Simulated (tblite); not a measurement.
# C6H11Ga: the cost of one run

Programs: tblite 0.8.0 and PySCF 2.14.0, with density-fitted response routines of our own. Each step states its level of theory. These are calculated values for one molecule in the gas phase, unless marked as measured. Atoms are numbered from 0 throughout.

**1. The molecule as given**

18 atoms, charge 0, multiplicity 1; geometry from: force field or distance geometry start.

Bonds of the start (Å): C0–C1 1.22, C1–C2 1.46, C2–Ga3 2.20, Ga3–C4 1.85, C4–C5 1.53, C4–C6 1.53, C0–H7 1.07, C2–H8 1.10, C2–H9 1.11, Ga3–H10 1.66, C4–H11 1.12, C5–H12 1.10, C5–H13 1.10, C5–H14 1.13, C6–H15 1.12, C6–H16 1.11, C6–H17 1.11.

**2. Relaxing the molecule with GFN2-xTB**

Job settings and geometry (Å):

```
{"job": {"kind": "relax", "xc": "GFN2-xTB", "basis": "xTB"}, "charge": 0, "multiplicity": 1}
C      4.326600    -0.152600    -0.344700
C      3.291700    -0.769800    -0.153500
C      2.059200    -1.512200     0.110600
Ga     0.351400    -0.232400    -0.408700
C     -1.283100     0.275700     0.290000
C     -2.570200    -0.550100     0.314900
C     -1.638700     1.558000    -0.469100
H      5.212700     0.419500    -0.512400
H      1.950900    -1.808200     1.161100
H      1.926200    -2.358600    -0.590500
H      1.221100     1.177600    -0.515300
H     -1.074300     0.548500     1.351000
H     -2.982600    -0.552500    -0.704600
H     -2.362200    -1.547000     0.732200
H     -3.353400     0.000500     0.920000
H     -2.035100     2.241900     0.323600
H     -0.676300     1.958400    -0.864000
H     -2.372700     1.309500    -1.259000
```

The run is started by

```
OMP_NUM_THREADS=1 python probes_run.py task.json out
```

The driver reads the jobs from task.json and runs them one after another.

Q: Estimate the wall time and peak memory of this first job on 1 thread of Arm Neoverse N1, shared host.

About 2.1 s, with a peak of 0.18 GiB.
